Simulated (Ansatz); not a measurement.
# MoPd3 (R-3m) in Ansatz: further runs

One crystal, MoPd3, is run at these levels: PBEsol; tasks: single point.

All numbers are computed with Ansatz 0.2.0; they aren't measurements. Logs are shortened: lines on timing, memory, paths and dates and some standing lists are left out, and cuts for length are marked.

## 1. The structure

It takes space group R-3m (No. 166, trigonal). Conventional cell: a = 2.768 Å, b = 2.768 Å, c = 27.188 Å, α = 90.00°, β = 90.00°, γ = 120.00°. Pd (site symmetry 3m) is surrounded by 3 Mo at 2.73 Å and 9 Pd at 2.77 to 2.82 Å. Around Pd (site symmetry -3m) lie 12 Pd at 2.77 to 2.82 Å. Mo (site symmetry -3m) has 6 Pd at 2.73 Å and 6 Mo at 2.77 Å as nearest neighbours.

The cell comes from a database or a generator and needn't be the stable form of this composition.

## 2. Single point, PBEsol, 14.13 Å³/atom (volume scaled by 0.94)

The input, input.yaml:

```yaml
crystal:
  lattice:
    - [1.3559156962, 0.7828382922, 8.8776736153]
    - [-1.3559156962, 0.7828382922, 8.8776736153]
    - [0.0, -1.5656765844, 8.8776736153]
  atoms:
    - { symbol: Pd, position: [0.74806445, 0.74806445, 0.74806445] }
    - { symbol: Pd, position: [0.5, 0.5, 0.5] }
    - { symbol: Pd, position: [0.25193555, 0.25193555, 0.25193555] }
    - { symbol: Mo, position: [0.0, 0.0, 0.0] }
kpoints:
  mp_grid: { grid: [11, 11, 11] }
scf:
  occupations: { method: fermi_dirac, width: 0.05 }
hamiltonian:
  xc: pbesol
  pseudopotentials: { kind: all_electron, lapw: { basis_error: 0.001 } }
output:
  forces: true
  stress: true
  eigenvalues: true
```

Potentials or basis: all-electron LAPW, scalar-relativistic.

Run with:

```bash
$ ansatz run input.yaml --threads 2 --pin off --max-ram 8192MiB --backend cpu --events-out ev --progress --plain --runs-dir out
```

The log of the run:

```text
Warning: RAYON_NUM_THREADS=2 ignored (pool sized by the plan → 2); use --threads N
LAPW: plane waves up to 8.503 Å⁻¹, error target 1.0e-3 eV per atom; small_component_spin mean_spin; Mo in spheres of 1.318 Å, 30 of its electrons in bands, Dirac shells []; Pd in spheres of 1.356 Å, 28 of its electrons in bands, Dirac shells [] (how accurate: hamiltonian.pseudopotentials.lapw.basis_error, Limitations)
Engine: ansatz 0.2.0, x86_64-unknown-linux-gnu
Pseudopotentials: kind: all_electron
Pseudopotential: Pd, LAPW, valence charge 28, lapw/all_electron/scalar/gaussian/Pd, Koelling and Harmon's equation, gaussian nucleus
Pseudopotential: Mo, LAPW, valence charge 30, lapw/all_electron/scalar/gaussian/Mo, Koelling and Harmon's equation, gaussian nucleus
Functional definition: PBEsol
  exchange = pbesol_x
  correlation = pbesol_c
Crystal: 4 atoms, lattice volume = 56.540 Å³
Basis set: ecut = 275.46385400140633 eV, 601 PW (Γ), FFT grids on a1−a3, a2−a3, a3, exchange–correlation at level 2
Bands: 69, of which v1, the nominal top of the filled ones, is band 57 counted from 1 (56 counted from 0)
Symmetry: 12 space group operations
Space group: R-3m (ITA 166), of the structure as read, at distance tolerance 3.8e-5 Å
k-points: 146 of 1331
Non-local potential: Pd, projectors of the file, none
Non-local potential: Mo, projectors of the file, none
Initial density: superposition of atomic densities (chi_scale 0.1, normalization cell, long waves kept (reshape's long-wave potential 0.18 eV rms))
Initial wavefunctions: plane waves of lowest kinetic energy (no species holds an atomic orbital)
Functional: x = pbesol(κ = 0.804, μ = 0.12345679012345678), c = pbesol(β = 0.046)
iter 1 solved again at ethr=8.78e-2 eV; its pass at ethr=1.00e-1 eV (dr2=1.00e2 eV) is discarded
SCF iter   1: F=—  HF=-521850.015638 eV  |F-HF|=—  |Δ(HF+E_count)|=         —  Δρ=1.38e-1  dr2=1.00e2  ethr=8.78e-2  ⟨swp⟩=2.0  Hψ=57304  notcnv=0
preconditioner: auto → Kerker (q_TF=auto, 3.067 Å⁻¹)  [metal: Δε(μ)=0.016 eV  Ē_g=10.280 eV  σ=0.050 eV  W_gap=0.08  n_scr=32 (ndim 8)  ℏωp=29.6 eV  f_vac=0.004  D(μ)=4.29/eV (n_scr^D=52)]
[... 22 lines left out ...]
Internal energy: -521840.951176 eV  (E = F + TS)
E sigma→0 (E₀):  -521840.972243 eV
Entropy (-TS):   -0.042134 eV (-10.533 meV/atom)
Fermi energy:    23.689630 eV
--- Per-component energies (eV) ---
  E_band       = -13331.166252
  E_kinetic    = 543766.138550
  E_xc         = -14881.101960
  E_electrostatic = -1050725.987766  (all electrons and nuclei)
  E_smearing   = -0.042134  (= −TS)
  E_closure    = 0.000000  (closes the sum)
  E_atoms      = -521815.696242  (free atoms, spherical and without spin; not in F)
  Σ components = -521840.993310   (vs F -521840.993310, Δ=0.00e0)
  Basis errors (estimates in eV, not in F): energy 2.4e-4 per atom: plane waves 1.8e-4 (9.3e-5 summed), levels above the bands 5.1e-110, relativity 2.3e-8, radial functions 5.9e-5, core shells 4.5e-7; eigenvalues (radial functions only) 1.6e-6; not estimated: angular momenta, meshes, grids; target (lapw.basis_error) 1.0e-3; muffin-tin radii Mo 1.318 Å, Pd 1.356 Å
--- Forces (eV/Å), atoms counted from 1 ---
  atom   1  Pd     0.00000000    -0.00000000     0.19046100
  atom   2  Pd     0.00000000     0.00000000    -0.00000000
  atom   3  Pd     0.00000000     0.00000000    -0.19046100
  atom   4  Mo    -0.00000000     0.00000000     0.00000000
  max |Σ_I F_I| component: 5.55e-17 eV/Å
--- Stress (GPa, compression-positive) ---
        9.570778       0.000000       0.000000
        0.000000       9.570778       0.000000
        0.000000       0.000000       8.640629
  P = ⅓ Tr σ = 9.2607 GPa (92.607 kbar)
--- Band table (eV; the first three rows and the last of 146) ---
  k-point 0: bands = ["-351.7947", "-351.7569", "-351.7569", "-301.4406", "-301.4406", "-301.3980", "-301.3980", "-301.3980", "-301.3980", "-301.3182", "-301.3182", "-301.3182", "-301.3182", "-300.7325", "-300.7325", "-300.7076", "-300.6992", "-300.6992", "-193.9496", "-193.9496", "-193.9359", "-193.9098", "-193.9098", "-61.0473", "-61.0467", "-60.3939", "-37.3830", "-26.9713", "-26.9385", "-26.5313", "-26.5313", "-26.5306", "-26.5306", "-26.0888", "-25.9706", "-25.9706", "-11.6024", "-10.6407", "-10.6407", "15.8559", "17.4045", "17.6745", "17.9057", "20.0680", "20.2322", "20.2322", "20.3637", "20.4496", "20.4496", "20.6856", "20.6856", "21.4338", "21.5555", "21.5555", "21.8778", "21.8778", "22.7988", "22.7988", "23.4987", "23.4987", "24.4252", "26.1970", "26.1970", "31.9342", "36.9220", "38.1343", "39.4175", "39.5207", "40.9608"]
  k-point 1: bands = ["-351.7947", "-351.7569", "-351.7569", "-301.4406", "-301.4406", "-301.3980", "-301.3980", "-301.3980", "-301.3980", "-301.3182", "-301.3182", "-301.3182", "-301.3182", "-300.7325", "-300.7325", "-300.7076", "-300.6992", "-300.6992", "-193.9496", "-193.9496", "-193.9359", "-193.9098", "-193.9098", "-61.0437", "-61.0432", "-60.3904", "-37.3638", "-26.9654", "-26.9355", "-26.5618", "-26.5610", "-26.5386", "-26.5379", "-26.0855", "-26.0000", "-25.9777", "-11.5844", "-10.7642", "-10.6685", "16.1471", "17.6497", "17.8978", "18.1782", "19.8458", "20.0861", "20.0879", "20.4030", "20.4637", "20.5237", "20.6319", "20.8047", "21.1517", "21.3934", "21.6196", "21.7917", "22.3528", "22.6733", "22.8467", "23.0842", "23.6949", "24.4827", "26.1488", "27.0517", "31.9329", "37.4880", "38.5359", "39.4563", "39.8447", "41.0716"]
  k-point 2: bands = ["-351.7947", "-351.7569", "-351.7569", "-301.4406", "-301.4406", "-301.3980", "-301.3980", "-301.3980", "-301.3980", "-301.3182", "-301.3182", "-301.3182", "-301.3182", "-300.7325", "-300.7325", "-300.7076", "-300.6992", "-300.6992", "-193.9496", "-193.9496", "-193.9359", "-193.9098", "-193.9098", "-61.0341", "-61.0337", "-60.3810", "-37.3120", "-26.9495", "-26.9273", "-26.6442", "-26.6407", "-26.5583", "-26.5574", "-26.0784", "-26.0773", "-25.9970", "-11.5358", "-11.0879", "-10.7422", "16.9229", "18.1738", "18.3919", "18.7665", "19.3291", "19.6579", "19.7572", "20.1413", "20.4345", "20.7836", "21.1047", "21.1198", "21.1523", "21.2754", "21.4530", "21.7978", "21.9926", "22.8419", "22.9253", "23.0632", "24.3716", "25.0352", "26.0190", "28.6225", "31.9608", "38.2581", "39.0993", "39.4554", "40.1300", "40.3202"]
  k-point 145: bands = ["-351.7947", "-351.7569", "-351.7569", "-301.4406", "-301.4406", "-301.3980", "-301.3980", "-301.3980", "-301.3980", "-301.3182", "-301.3182", "-301.3182", "-301.3182", "-300.7325", "-300.7325", "-300.7076", "-300.6992", "-300.6992", "-193.9496", "-193.9496", "-193.9359", "-193.9098", "-193.9098", "-61.0437", "-61.0432", "-60.3904", "-37.3638", "-26.9576", "-26.9435", "-26.5616", "-26.5612", "-26.5386", "-26.5379", "-26.0853", "-26.0000", "-25.9777", "-11.5844", "-10.7642", "-10.6685", "16.6635", "16.7675", "18.0160", "18.0631", "19.9176", "20.1339", "20.3274", "20.5056", "20.5179", "20.5449", "20.8978", "20.9372", "21.0901", "21.3339", "21.5042", "21.9551", "22.1732", "22.3070", "22.9585", "23.3448", "23.6370", "24.3008", "26.1306", "26.5279", "33.5535", "35.6796", "38.1996", "39.7620", "40.4482", "41.4736"]
```

Wall time 4.1 min (2 threads of AMD EPYC (Zen 3), shared host); peak memory 1.5 GiB.

What came out:

```
Free energy            : -521840.9933 eV
Pressure               : 9.3 GPa
Largest force          : 0.190 eV/Å
Band gap on the k mesh : none (metal or under the smearing width)
```

## 3. Single point, PBEsol, 14.44 Å³/atom (volume scaled by 0.96)

input.yaml: that of step 2 with these lines changed.

```diff
@@ -2,5 +2,5 @@
   lattice:
-    - [1.3559156962, 0.7828382922, 8.8776736153]
-    - [-1.3559156962, 0.7828382922, 8.8776736153]
-    - [0.0, -1.5656765844, 8.8776736153]
+    - [1.3654647129, 0.7883514195, 8.9401945034]
+    - [-1.3654647129, 0.7883514195, 8.9401945034]
+    - [0.0, -1.5767028391, 8.9401945034]
   atoms:
```

Potentials or basis: all-electron LAPW, scalar-relativistic.

Run with:

```bash
$ ansatz run input.yaml --threads 2 --pin off --max-ram 8192MiB --backend cpu --events-out ev --progress --plain --runs-dir out
```

Run time: 3.5 min. Hardware: 2 threads of AMD EPYC (Zen 3), shared host; peak memory 1.5 GiB.

The run converged. Its results:

| Property | Result |
| --- | --- |
| Free energy | -521841.0419 eV |
| Pressure | 3.8 GPa |
| Largest force | 0.099 eV/Å |
| Band gap on the k mesh | none (metal or under the smearing width) |

## 4. Single point, PBEsol, 14.74 Å³/atom (volume scaled by 0.98)

input.yaml: that of step 3 with these lines changed.

```diff
@@ -2,5 +2,5 @@
   lattice:
-    - [1.3654647129, 0.7883514195, 8.9401945034]
-    - [-1.3654647129, 0.7883514195, 8.9401945034]
-    - [0.0, -1.5767028391, 8.9401945034]
+    - [1.3748820085, 0.7937884977, 9.0018529657]
+    - [-1.3748820085, 0.7937884977, 9.0018529657]
+    - [0.0, -1.5875769954, 9.0018529657]
   atoms:
```

Run with:

```bash
$ ansatz run input.yaml --threads 2 --pin off --max-ram 8192MiB --backend cpu --events-out ev --progress --plain --runs-dir out
```

Run time: 3.6 min. Hardware: 2 threads of AMD EPYC (Zen 3), shared host; peak memory 1.5 GiB.

Results (log left out):

```yaml
Free_energy: -521841.0519 eV
Pressure: -1.0 GPa
Largest_force: 0.013 eV/Å
Band_gap_on_the_k_mesh: none (metal or under the smearing width)
```

## 5. Single point, PBEsol, 15.04 Å³/atom

input.yaml: that of step 4 with these lines changed.

```diff
@@ -2,5 +2,5 @@
   lattice:
-    - [1.3748820085, 0.7937884977, 9.0018529657]
-    - [-1.3748820085, 0.7937884977, 9.0018529657]
-    - [0.0, -1.5875769954, 9.0018529657]
+    - [1.3841720336, 0.7991520962, 9.0626781416]
+    - [-1.3841720336, 0.7991520962, 9.0626781416]
+    - [0.0, -1.5983041924, 9.0626781416]
   atoms:
```

Run with:

```bash
$ ansatz run input.yaml --threads 2 --pin off --max-ram 8192MiB --backend cpu --events-out ev --progress --plain --runs-dir out
```

Run time: 3.6 min. Hardware: 2 threads of AMD EPYC (Zen 3), shared host; peak memory 1.5 GiB.

Results (log left out):

- Free energy: -521841.0279 eV
- Pressure: -5.3 GPa
- Largest force: 0.067 eV/Å
- Band gap on the k mesh: none (metal or under the smearing width)

## 6. Single point, PBEsol, 15.34 Å³/atom (volume scaled by 1.02)

input.yaml: that of step 5 with these lines changed.

```diff
@@ -2,5 +2,5 @@
   lattice:
-    - [1.3841720336, 0.7991520962, 9.0626781416]
-    - [-1.3841720336, 0.7991520962, 9.0626781416]
-    - [0.0, -1.5983041924, 9.0626781416]
+    - [1.393339003, 0.8044446484, 9.1226976268]
+    - [-1.393339003, 0.8044446484, 9.1226976268]
+    - [0.0, -1.6088892969, 9.1226976268]
   atoms:
```

Potentials or basis: all-electron LAPW, scalar-relativistic.

Run with:

```bash
$ ansatz run input.yaml --threads 2 --pin off --max-ram 8192MiB --backend cpu --events-out ev --progress --plain --runs-dir out
```

It took 3.5 min on 2 threads of AMD EPYC (Zen 3), shared host; peak memory 1.5 GiB.

Results (log left out):

```
Free energy            : -521840.9737 eV
Pressure               : -9.1 GPa
Largest force          : 0.142 eV/Å
Band gap on the k mesh : none (metal or under the smearing width)
```

## 7. Single point, PBEsol, 15.64 Å³/atom (volume scaled by 1.04)

input.yaml: that of step 6 with these lines changed.

```diff
@@ -2,5 +2,5 @@
   lattice:
-    - [1.393339003, 0.8044446484, 9.1226976268]
-    - [-1.393339003, 0.8044446484, 9.1226976268]
-    - [0.0, -1.6088892969, 9.1226976268]
+    - [1.4023869123, 0.8096684613, 9.181937583]
+    - [-1.4023869123, 0.8096684613, 9.181937583]
+    - [0.0, -1.6193369227, 9.181937583]
   atoms:
```

Run with:

```bash
$ ansatz run input.yaml --threads 2 --pin off --max-ram 8192MiB --backend cpu --events-out ev --progress --plain --runs-dir out
```

It took 3.6 min on 2 threads of AMD EPYC (Zen 3), shared host; peak memory 1.5 GiB.

It converged, with:

```yaml
Free_energy: -521840.8929 eV
Pressure: -12.4 GPa
Largest_force: 0.213 eV/Å
Band_gap_on_the_k_mesh: none (metal or under the smearing width)
```

## 8. Single point, PBEsol, 15.94 Å³/atom (volume scaled by 1.06)

input.yaml: that of step 7 with these lines changed.

```diff
@@ -2,5 +2,5 @@
   lattice:
-    - [1.4023869123, 0.8096684613, 9.181937583]
-    - [-1.4023869123, 0.8096684613, 9.181937583]
-    - [0.0, -1.6193369227, 9.181937583]
+    - [1.4113195539, 0.8148257244, 9.2404228387]
+    - [-1.4113195539, 0.8148257244, 9.2404228387]
+    - [0.0, -1.6296514487, 9.2404228387]
   atoms:
```

Run with:

```bash
$ ansatz run input.yaml --threads 2 --pin off --max-ram 8192MiB --backend cpu --events-out ev --progress --plain --runs-dir out
```

It took 4.2 min on 2 threads of AMD EPYC (Zen 3), shared host; peak memory 1.5 GiB.

It converged, with:

```yaml
Free_energy: -521840.7887 eV
Pressure: -15.3 GPa
Largest_force: 0.278 eV/Å
Band_gap_on_the_k_mesh: none (metal or under the smearing width)
```
